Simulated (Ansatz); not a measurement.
# H₅NOSSeSi: basis-set convergence

The task here is to estimate one member of a computed series from the others.

Method: one geometry, several basis sets; program: Ansatz 0.2.0, Gaussian basis.

Levels to be run: PBE0-D4/def2-SVP; ωB97M-V/def2-SVP; PBE0-D4/def2-QZVPP; ωB97M-V/def2-QZVPP; the functionals' def2-TZVPP values are taken from earlier runs.

## The geometry

An earlier PBE0-D4 in a triple-zeta def2 set relaxation fixed the geometry.

SMILES `N[Si](O)(S)[SeH]`, 10 atoms, charge 0, spin multiplicity 1.

Atoms are counted from 1 here; the program's logs count them from 0.

Bond lengths: N1–Si2 1.693 Å, N1–H6 1.006 Å, N1–H7 1.005 Å, Si2–O3 1.639 Å, Si2–S4 2.129 Å, Si2–Se5 2.292 Å, O3–H8 0.959 Å, S4–H9 1.345 Å, Se5–H10 1.469 Å. Angles: Si2–N1–H6 120.7°, Si2–N1–H7 121.5°, H6–N1–H7 113.3°, N1–Si2–O3 103.0°, N1–Si2–S4 111.0°, N1–Si2–Se5 117.8°, O3–Si2–S4 114.9°, O3–Si2–Se5 110.4°, S4–Si2–Se5 100.3°, Si2–O3–H8 115.2°, Si2–S4–H9 92.9°, Si2–Se5–H10 91.7°.

As a file:

```mol
H5NOSSeSi
  3D, bonds by distance, orders not assigned

 10  9  0  0  0  0  0  0  0  0999 V2000
   -0.3566    1.3701    0.3624 N   0  0
   -0.0407   -0.2429   -0.0419 Si  0  0
    0.8978   -0.7563    1.2001 O   0  0
   -1.8503   -1.3319   -0.3094 S   0  0
    0.9874   -0.6594   -2.0476 Se  0  0
    0.3291    1.9211    0.8514 H   0  0
   -1.0132    1.9239   -0.1598 H   0  0
    1.4177   -1.5426    1.0219 H   0  0
   -2.2023   -1.1973    0.9819 H   0  0
    1.9141    0.4642   -1.8562 H   0  0
  1  2  8  0
  2  3  8  0
  2  4  8  0
  2  5  8  0
  1  6  8  0
  1  7  8  0
  3  8  8  0
  4  9  8  0
  5 10  8  0
M  END
```

Set-up of the first run:

File in.yaml:

```yaml
crystal:
  periodic: [false, false, false]
  atoms:
    - {symbol: N, position_ang: [-0.356612, 1.370147, 0.362365]}
    - {symbol: Si, position_ang: [-0.040714, -0.242912, -0.041905]}
    - {symbol: O, position_ang: [0.897764, -0.756318, 1.200136]}
    - {symbol: S, position_ang: [-1.850251, -1.331944, -0.309383]}
    - {symbol: Se, position_ang: [0.987375, -0.659389, -2.047614]}
    - {symbol: H, position_ang: [0.329148, 1.921116, 0.851395]}
    - {symbol: H, position_ang: [-1.013199, 1.923946, -0.159773]}
    - {symbol: H, position_ang: [1.417651, -1.542639, 1.021914]}
    - {symbol: H, position_ang: [-2.202277, -1.197301, 0.981944]}
    - {symbol: H, position_ang: [1.914117, 0.464195, -1.856180]}
basis:
  gaussian: {orbitals: def2-SVP}
hamiltonian: {xc: pbe0, dispersion: d4}
output: {orbitals: {seedname: orbitals}}
```

Launch:

```sh
> ansatz run in.yaml --threads 4 --pin off --events-out ev --progress --plain --max-ram 10444MiB
```

Steps of the session up to this table: PBE0-D4 in def2-SVP; ωB97M-V in def2-SVP; PBE0-D4 in def2-QZVPP; ωB97M-V in def2-QZVPP.

One of the session's tables, all rows but one given; the rest of the session is left out.

It belongs to the step «Functionals by basis». 

| functional | basis | HOMO (eV) | LUMO (eV) |
| --- | --- | --- | --- |
| PBE0-D4 | def2-SVP | -6.77 | 0.34 |
| PBE0-D4 | def2-TZVPP | ? | ? |
| PBE0-D4 | def2-QZVPP | -6.98 | -0.23 |
| ωB97M-V | def2-SVP | -8.92 | 2.33 |
| ωB97M-V | def2-TZVPP | -9.10 | 1.73 |
| ωB97M-V | def2-QZVPP | -9.14 | 1.22 |

**Question.** Estimate the row for PBE0-D4, def2-TZVPP.

**Answer.** HOMO (eV): -6.94; LUMO (eV): -0.07. In the column «HOMO (eV)» it lies between PBE0-D4, def2-QZVPP (-6.98) and PBE0-D4, def2-SVP (-6.77).
